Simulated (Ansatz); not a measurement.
# LuTl3: the cost of one run

Method: DFT PBEsol, scalar-relativistic, in Ansatz 0.2.0.

### Step 1. The structure to begin with

The structure is cubic, space group Pm-3m (No. 221). The conventional cell has a = 4.653 Å, b = 4.653 Å, c = 4.653 Å, α = 90.00°, β = 90.00°, γ = 90.00°. Around Lu (site symmetry m-3m) lie 12 Tl at 3.29 Å. Tl (site symmetry 4/mmm) has 4 Lu at 3.29 Å and 8 Tl at 3.29 Å in its first shell of neighbours.

Coordinates:

```
CELL_PARAMETERS angstrom
4.65300 0.00000 0.00000
0.00000 4.65300 0.00000
0.00000 0.00000 4.65300
ATOMIC_POSITIONS crystal
Lu 0.00000 0.00000 0.00000
Tl 0.00000 0.50000 0.50000
Tl 0.50000 0.00000 0.50000
Tl 0.50000 0.50000 0.00000
```

Atoms are numbered in the order of the input: Lu1, Tl2, Tl3, Tl4.

### Step 2. After the deformation

Space group Pm-3m before, P4/mmm after.

### Step 3. All-electron LAPW

The input, input.yaml:

```yaml
crystal:
  lattice:
    - [4.55994, 0.0, 0.0]
    - [0.0, 4.55994, 0.0]
    - [0.0, 0.0, 4.653]
  atoms:
    - { symbol: Lu, position: [0.0, 0.0, 0.0] }
    - { symbol: Tl, position: [0.0, 0.5, 0.5] }
    - { symbol: Tl, position: [0.5, 0.0, 0.5] }
    - { symbol: Tl, position: [0.5, 0.5, 0.0] }
kpoints:
  mp_grid: { grid: [7, 7, 7] }
  band_path:
    path:
      - [0.0, 0.0, 0.0]
      - [0.0, 0.5, 0.0]
      - [0.5, 0.5, 0.0]
      - [0.0, 0.0, 0.0]
      - [0.0, 0.0, 0.5]
      - [0.0, 0.5, 0.5]
      - [0.5, 0.5, 0.5]
      - [0.0, 0.0, 0.5]
      - [0.0, 0.5, 0.0]
    npoints: 5
scf:
  occupations: { method: fermi_dirac, width: 0.08 }
hamiltonian:
  xc: pbesol
  pseudopotentials: { kind: all_electron, lapw: { basis_error: 0.001 } }
output:
  forces: true
  stress: true
  eigenvalues: true
```

On the command line:

```bash
> ansatz run input.yaml --threads 1 --pin off --max-ram 4096MiB --backend cpu --events-out ev --progress --plain --runs-dir out
```

What time and memory should one allow on 1 thread of Arm Neoverse V1, shared host?

About 2.3 min, with a peak of 0.66 GiB.
